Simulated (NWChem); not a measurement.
# CH4GaN (SMILES C=[N][GaH2]): levels of theory compared

Aim: a comparison of 3 runs (HF/STO-3G, HF/3-21G, B3LYP/6-31G*) of CH4GaN. 

Program for the calculation: NWChem 7.3.0.

## Step 1: The molecule

The species is CH4GaN (7 atoms), meant as a singlet with charge 0. As SMILES, `C=[N][GaH2]`. The shape is that of a PBE0-D4/def2-TZVP optimisation.

Bond lengths: C1–N2 1.242 Å, N2–Ga3 1.803 Å, C1–H4 1.101 Å, C1–H5 1.101 Å, Ga3–H6 1.556 Å, Ga3–H7 1.556 Å. Angles: C1–N2–Ga3 162.6°, N2–C1–H4 123.4°, N2–C1–H5 121.6°, N2–Ga3–H6 115.6°, N2–Ga3–H7 115.6°, H4–C1–H5 115.0°, H6–Ga3–H7 128.6°.

## Step 2: Energy and gradient at HF/STO-3G (run 1)

Contents of nw.nw:

```
start nw
title "CH4GaN hf"
memory total 2200 mb
geometry units angstroms noautosym nocenter noautoz
C     -1.119700     0.099100    -0.980300
N     -0.311300    -0.140700    -0.067900
Ga     1.142300    -0.099700     0.998500
H     -0.943900     0.853500    -1.763300
H     -2.076800    -0.439300    -1.060100
H      1.040600     0.837400     2.236500
H      2.268800    -1.110200     0.636700
end
basis spherical bse
* library STO-3G
end
scf
thresh 1e-08
maxiter 80
end
task scf gradient
```

On the command line:

```
$ nwchem nw.nw > nw.out
```

Log:

```text
[...]
  functions       =    32
[...]
  wavefunction    = RHF
[...]
         Total SCF energy =  -1994.314453419556
      One-electron energy =  -3111.937821877209
      Two-electron energy =    958.925336193761
 Nuclear repulsion energy =    158.698032263892
        Time for solution =      4.5s
[...]
                         RHF ENERGY GRADIENTS
    atom               coordinates                        gradient
                 x          y          z           x          y          z
   1 C      -2.115926   0.187272  -1.852498    0.004554  -0.000193   0.003751
   2 N      -0.588272  -0.265884  -0.128312   -0.102731  -0.001829  -0.076685
   3 Ga      2.158634  -0.188406   1.886891    0.055838   0.005650   0.036009
   4 H      -1.783712   1.612881  -3.332154    0.003469   0.003007  -0.000996
   5 H      -3.924583  -0.830157  -2.003299   -0.002151  -0.003815   0.002981
   6 H       1.966449   1.582457   4.226372   -0.002564   0.035189   0.047533
   7 H       4.287410  -2.097974   1.203189    0.043586  -0.038009  -0.012593
[...]
```

It took 6.6 s on 1 thread of AMD EPYC 7R43 (Zen 3), shared host; peak memory 0.094 GiB.

## Step 3: Energy and forces at HF/3-21G (run 2)

Contents of run.xyz:

```xyz
7

C     -1.119700     0.099100    -0.980300
N     -0.311300    -0.140700    -0.067900
Ga     1.142300    -0.099700     0.998500
H     -0.943900     0.853500    -1.763300
H     -2.076800    -0.439300    -1.060100
H      1.040600     0.837400     2.236500
H      2.268800    -1.110200     0.636700
```

Contents of run.nw:

```
start run
memory stack 880 mb heap 220 mb global 1100 mb
charge 0

geometry noautosym nocenter noautoz
load format xyz run.xyz
end

basis spherical bse
* library 3-21G
end

scf
thresh 1e-08
maxiter 80
print medium
end

task scf gradient
```

On the command line:

```
$ nwchem run.nw > run.out
```

Log:

```text
[...]
  functions       =    48
[...]
  wavefunction    = RHF
[...]
         Total SCF energy =  -2007.933797306302
      One-electron energy =  -3117.142801492618
      Two-electron energy =    950.510971922424
 Nuclear repulsion energy =    158.698032263892
        Time for solution =      3.0s
[...]
                         RHF ENERGY GRADIENTS
    atom               coordinates                        gradient
                 x          y          z           x          y          z
   1 C      -2.115926   0.187272  -1.852498    0.003767   0.003782  -0.001686
   2 N      -0.588272  -0.265884  -0.128312   -0.011978  -0.007070  -0.000623
   3 Ga      2.158634  -0.188406   1.886891    0.020712   0.003934   0.011116
   4 H      -1.783712   1.612881  -3.332154    0.003938   0.007386  -0.005966
   5 H      -3.924583  -0.830157  -2.003299   -0.008758  -0.006984   0.001765
   6 H       1.966449   1.582457   4.226372   -0.002778  -0.002198  -0.003676
   7 H       4.287410  -2.097974   1.203189   -0.004903   0.001151  -0.000930
[...]
```

Wall time 5.1 s (1 thread of AMD EPYC 7R43 (Zen 3), shared host); peak memory 0.094 GiB.

## Step 4: Energy and forces at B3LYP/6-31G(d) (Cartesian functions) (run 3)

Contents of mymol.nw:

```
start mymol
title "CH4GaN B3LYP"
memory 2200 mb

geometry units angstrom noautosym nocenter noautoz
  C       -1.119700       0.099100      -0.980300
  N       -0.311300      -0.140700      -0.067900
  Ga       1.142300      -0.099700       0.998500
  H       -0.943900       0.853500      -1.763300
  H       -2.076800      -0.439300      -1.060100
  H        1.040600       0.837400       2.236500
  H        2.268800      -1.110200       0.636700
end

basis
  * library 6-31G*
end

dft
  xc b3lyp
  grid xfine
  convergence energy 1e-08
  iterations 100
  mulliken
  print medium
end

task dft gradient
```

On the command line:

```
$ nwchem mymol.nw > mymol.out
```

Log:

```text
[...]
          Wavefunction type:  closed shell.
          No. of atoms     :     7
          No. of electrons :    48
[...]
          Charge           :     0
          Spin multiplicity:     1
[...]
          AO basis - number of functions:    73
[...]
              XC Information
              --------------
                         B3LYP Method XC Potential
                     Hartree-Fock (Exact) Exchange  0.200
                        Slater Exchange Functional  0.800 local
                    Becke 1988 Exchange Functional  0.720 non-local
              Lee-Yang-Parr Correlation Functional  0.810
                  VWN I RPA Correlation Functional  0.190 local
[...]
 d= 0,ls=0.0,diis     1  -2019.7840645731 -2.18D+03  1.96D-02  1.06D+00     3.2
[...]
 d= 0,ls=0.0,diis    11  -2019.8550626870 -6.70D-10  1.60D-07  4.19D-11    29.6
         Total DFT energy =    -2019.855062686977
      One electron energy =    -3126.691701550130
           Coulomb energy =     1036.973440562341
    Exchange-Corr. energy =      -88.834833963079
 Nuclear repulsion energy =      158.698032263892
[...]
      Total Density - Mulliken Population Analysis
     ---------------------------------------------
    Atom       Charge   Shell Charges
 -----------   ------   -------------------------------------------------------
    1 C    6     6.12   1.99  0.72  2.03  0.54  0.80  0.04
    2 N    7     7.29   1.99  0.80  2.44  0.80  1.25  0.01
    3 Ga  31    30.93   2.00  1.99  6.00  1.95  5.99  1.28  1.58  0.06  0.12  6.85  2.94  0.16
    4 H    1     0.86   0.53  0.33
    5 H    1     0.86   0.53  0.33
    6 H    1     0.97   0.48  0.48
    7 H    1     0.97   0.48  0.48
[...]
  wavefunction    = closed shell
                         DFT ENERGY GRADIENTS
    atom               coordinates                        gradient
                 x          y          z           x          y          z
   1 C      -2.115926   0.187272  -1.852498    0.007530  -0.001794   0.007979
   2 N      -0.588272  -0.265884  -0.128312   -0.003303   0.002638  -0.005764
   3 Ga      2.158634  -0.188406   1.886891   -0.005472  -0.000558  -0.003529
   4 H      -1.783712   1.612881  -3.332154    0.000521  -0.000852   0.001436
   5 H      -3.924583  -0.830157  -2.003299    0.001262   0.000150   0.000780
   6 H       1.966449   1.582457   4.226372    0.000424  -0.000882  -0.001344
   7 H       4.287410  -2.097974   1.203189   -0.000962   0.001297   0.000442
[...]
```

It took 41 s on 1 thread of AMD EPYC 7R43 (Zen 3), shared host; peak memory 0.13 GiB.

## Step 5: The series

```csv
run,level,Cartesian functions,iteration cap,energy (Eh),dipole moment (D),HOMO energy (eV),LUMO energy (eV),wall time
1,HF/STO-3G,no,80,-1994.314453,0.43,-7.31,5.47,6.6 s
2,HF/3-21G,no,80,-2007.933797,1.07,-9.37,1.79,5.1 s
3,B3LYP/6-31G* (Cartesian functions),yes,100,-2019.855063,1.15,-6.31,-1.13,41 s
```

## Step 6: Results

| quantity | value |
| --- | --- |
| run 3: total energy | -2019.85506 Eh |
| run 3: dipole moment | 1.15 D |
| run 3: HOMO energy | -6.31 eV |
| run 3: LUMO energy | -1.13 eV |
| run 3: HOMO–LUMO gap | 5.18 eV |
| run 3: largest force on an atom | 0.572 eV/Å |

The dipole moment (its size) runs from 0.43 D (HF/STO-3G) to 1.15 D (B3LYP/6-31G*). The two ends differ in method and basis. The HOMO–LUMO gap runs from 5.18 eV (B3LYP/6-31G*) to 12.78 eV (HF/STO-3G). In run 1 the basis is minimal, so the values are rough. All runs together took 53 s, the longest 41 s.
